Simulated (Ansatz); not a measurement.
# InH2+ (singlet): the correlation ladder at distance In1–H2 = 2.062 Å, def2-TZVPP

How much of the correlation energy of InH2+ (singlet) does each wave-function method recover here?

Method: def2-TZVPP, core rule «outside noble gas», up to 9 orbitals frozen; program: Ansatz 0.2.0, Gaussian basis.

To be run: UHF; CCSD(T) on RHF; BCCD(T) on RHF; CCSDT(Q) on RHF; CASSCF and NEVPT2, 2 electrons in 2 orbitals; Full CI.

31 further runs of the same task are left out: 12 for a known fault of the program, 1 for a mislabelled method, 14 that didn't finish, 4 set aside as unsound or not needed.

### 1 What is computed

The geometry derives from a PBE0/def2-TZVP stationary point (not a proven minimum). One bond is set to the value named and the two fragments are kept rigid. No spin-orbit coupling is included. Elements past krypton take def2 core potentials.

3 atoms, charge 1, spin multiplicity 1.

Atoms are counted from 1 here; the program's logs count them from 0.

Bond lengths: In1–H2 2.062 Å, In1–H3 1.665 Å. Angles: H2–In1–H3 180.0°.

Geometry (Å):

```xyz
3

In    0.00000    0.00000    0.13220
H     0.00000    0.00000   -1.92980
H     0.00000    0.00000    1.79760
```

### 2 UHF

Input file in.yaml:

```yaml
crystal:
  periodic: [false, false, false]
  atoms:
    - {symbol: In, position_ang: [0.000000, 0.000000, 0.132200]}
    - {symbol: H, position_ang: [0.000000, 0.000000, -1.929800]}
    - {symbol: H, position_ang: [0.000000, 0.000000, 1.797600]}
basis:
  gaussian: {orbitals: def2-TZVPP}
total_charge: 1
magnetization: {spin_polarized: true, initial_magnetization: 0}
hamiltonian: {xc: hf}
output: {orbitals: {seedname: orbitals}}
```

Command:

```
> ansatz run in.yaml --threads 1 --pin off --events-out ev --progress --plain --max-ram 2393MiB
```

After this run come: CCSD(T) on RHF; BCCD(T) on RHF; CCSDT(Q) on RHF; CASSCF and NEVPT2, 2 electrons in 2 orbitals; Full CI.

Before running them: what should the planned runs give, taken together? Wanted: FCI below the RHF energy; RMP2 from FCI; RCCSD from FCI; RCCSD(T) from FCI; RCCSDT(Q) from FCI; NEVPT2 pair from FCI; T1 diagnostic; effectively unpaired electrons.

As calculated:

| quantity | value |
| --- | --- |
| FCI below the RHF energy | -2.1199 eV |
| RMP2 from FCI | +12.67 kcal/mol |
| RCCSD from FCI | +0.93 kcal/mol |
| RCCSD(T) from FCI | +0.25 kcal/mol |
| RCCSDT(Q) from FCI | +0.01 kcal/mol |
| NEVPT2 pair from FCI | +9.16 kcal/mol |
| levels within 1 kcal/mol (43 meV) | RCCSD, RCCSD(T), BCCD(T), RCCSDT, RCCSDT(Q) |
| T1 diagnostic | 0.015 |
| effectively unpaired electrons | 0.07 |

RCCSD(T) lands +0.25 kcal/mol from the yardstick (0.5 % of the correlation energy). One determinant dominates. These misses are within one basis, not against nature.
